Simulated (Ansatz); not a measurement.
# ClZr: the cost of one run

Method: def2-TZVPP, core rule «outside noble gas», up to 9 orbitals frozen; program: Ansatz 0.2.0, Gaussian basis.

Plan: UHF; CCSD(T) on ROHF; CCSD(T) on UHF; CCSDT(Q) on ROHF; CCSDT(Q) on UHF.

10 further runs of the same task are left out: 6 for a known fault of the program, 4 set aside as unsound or not needed.

## Step 1: What is computed

The geometry is a PBE0/def2-TZVP stationary point (not a proven minimum) of the parent state, kept for this charge and spin. No spin-orbit coupling is included. Elements past krypton take def2 core potentials.

2 atoms, charge 1, spin multiplicity 5.

Atoms are counted from 1 here; the program's logs count them from 0.

Bond lengths: Zr1–Cl2 2.227 Å.

## Step 2: UHF

The input, in.yaml:

```yaml
crystal:
  periodic: [false, false, false]
  atoms:
    - {symbol: Zr, position_ang: [0.000000, 0.000000, 0.000000]}
    - {symbol: Cl, position_ang: [0.000000, 0.000000, 2.227000]}
basis:
  gaussian: {orbitals: def2-TZVPP}
total_charge: 1
magnetization: {spin_polarized: true, initial_magnetization: 4}
hamiltonian: {xc: hf}
output: {orbitals: {seedname: orbitals}}
```

On the command line:

```
$ ansatz run in.yaml --threads 1 --pin off --events-out ev --progress --plain --max-ram 3968MiB --backend cpu
```

Q: Estimate wall time and peak memory on 1 thread of AMD EPYC 7R13, shared host.

About 16 s, with a peak of 0.25 GiB.
